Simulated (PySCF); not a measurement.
# Ge2H6O: the cost of one run

The runs use PySCF 2.14.0, with density-fitted response routines of our own; the level of theory stands in each step. All values are computed, except where a source is named. Atoms count from 0, in the outputs and in this text.

**1. The starting structure**

9 atoms, charge 0, multiplicity 1; geometry from: GFN2-xTB.

Bonds of the start (Å): Ge0–O1 1.74, O1–Ge2 1.74, Ge0–H3 1.50, Ge0–H4 1.50, Ge0–H5 1.50, Ge2–H6 1.50, Ge2–H7 1.50, Ge2–H8 1.50.

**2. Geometry optimisation at PBE0-D3(BJ)/def2-SVP**

The job: settings as JSON, then the geometry in Å.

```
{"job": {"xc": "PBE0", "basis": "def2-SVP", "d3": "d3bj", "grid": 1, "kind": "geom"}, "charge": 0, "multiplicity": 1}
Ge     1.660330    -0.276740     0.102410
O      0.047300     0.153140    -0.383140
Ge    -1.650830     0.291070    -0.043270
H      2.106700    -1.293340    -0.904710
H      2.452000     0.994090     0.032100
H      1.628550    -0.841960     1.495200
H     -2.002180    -0.632460     1.089790
H     -2.308570    -0.106520    -1.328340
H     -1.906190     1.724700     0.316840
```

Command:

```bash
$ OMP_NUM_THREADS=1 python probes_run.py task.json out
```

The driver reads the jobs from task.json and runs them one after another.

Q: Estimate the wall time and peak memory of this first job on 1 thread of Arm Neoverse N1, shared host.

About 99 s, with a peak of 0.41 GiB.
